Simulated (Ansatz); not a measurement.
# Zr4Ge3: the cost of one run

Program: Ansatz 0.2.0. Level of theory: DFT PBE, scalar-relativistic, plane waves, PAW. These are calculated values, not measurements.

1 further run of the same task is left out (it didn't finish). Runs told in other sessions of the task aren't counted.

## 1. The system as given

The structure is hexagonal, space group P6/mmm (No. 191). Conventional cell: a = 5.530 Å, b = 5.530 Å, c = 5.108 Å, α = 90.00°, β = 90.00°, γ = 120.00°. Zr (site symmetry 6mm) is surrounded by 2 Zr at 2.48 to 2.63 Å. Zr (site symmetry -6m2) is surrounded by 6 Ge at 3.01 Å and 9 Zr at 3.19 to 3.42 Å. Ge (site symmetry mmm) is surrounded by 4 Ge at 2.76 Å and 8 Zr at 3.01 to 3.06 Å.

Structure file:

```cif
data_structure
_symmetry_space_group_name_H-M 'P6/mmm'
_symmetry_Int_Tables_number 191
_cell_length_a 5.5295
_cell_length_b 5.5295
_cell_length_c 5.1076
_cell_angle_alpha 90.000
_cell_angle_beta 90.000
_cell_angle_gamma 120.000
_cell_volume 135.25
loop_
_atom_site_label
_atom_site_type_symbol
_atom_site_symmetry_multiplicity
_atom_site_Wyckoff_symbol
_atom_site_fract_x
_atom_site_fract_y
_atom_site_fract_z
_atom_site_occupancy
Zr1 Zr 2 e 0.00000 0.00000 0.25731 1
Zr2 Zr 2 d 0.33333 0.66667 0.50000 1
Ge1 Ge 3 f 0.50000 0.00000 0.00000 1
```

It is the end of an earlier relaxation with the same method, from a database cell with other species swapped in; it is a trial structure. At a tolerance of 0.05 Å it has space group P6/mmm (No. 191); it has 19.32 Å³/atom, an uncorrected energy of -0.44 eV/atom over the elements.

## 2. Electronic structure at the relaxed geometry

The input, input.yaml:

```yaml
crystal:
  lattice:
    - [5.5295296378, 0.0, 0.0]
    - [-2.7647648189, 4.7887131373, 0.0]
    - [0.0, 0.0, 5.1075924022]
  atoms:
    - { symbol: Zr, position: [0.0, 0.0, 0.257314628] }
    - { symbol: Zr, position: [0.0, 0.0, 0.742685372] }
    - { symbol: Zr, position: [0.3333333333, 0.6666666667, 0.5] }
    - { symbol: Zr, position: [0.6666666667, 0.3333333333, 0.5] }
    - { symbol: Ge, position: [0.5, 0.0, 0.0] }
    - { symbol: Ge, position: [0.0, 0.5, 0.0] }
    - { symbol: Ge, position: [0.5, 0.5, 0.0] }
basis:
  ecutwfc: 420
kpoints:
  mp_grid: { grid: [12, 12, 8] }
  band_path:
    path:
      - [[0.0, 0.0, 0.0], [0.5, 0.0, 0.0], [0.33333333, 0.33333333, 0.0], [0.0, 0.0, 0.0], [0.0, 0.0, 0.5], [0.5, 0.0, 0.5], [0.33333333, 0.33333333, 0.5], [0.0, 0.0, 0.5]]
      - [[0.5, 0.0, 0.5], [0.5, 0.0, 0.0]]
      - [[0.33333333, 0.33333333, 0.5], [0.33333333, 0.33333333, 0.0]]
    npoints: 14
hamiltonian:
  xc: pbe
scf:
  occupations: { method: gaussian, width: 0.1 }
  n_extra_bands: 17
output:
  forces: true
  stress: true
  eigenvalues: true
  populations: true
  dos: { projected: true, de: 0.02, nscf_kmesh: { grid: [15, 15, 10] } }
  bader: true
```

The run is started by

```
> ansatz run input.yaml --threads 1 --pin off --max-ram 2560MiB --backend cpu --events-out ev --progress --plain --runs-dir out
```

Q: Estimate wall time and peak memory on 1 thread of Arm Neoverse V1, shared host.

About 3.1 min, with a peak of 1.1 GiB.
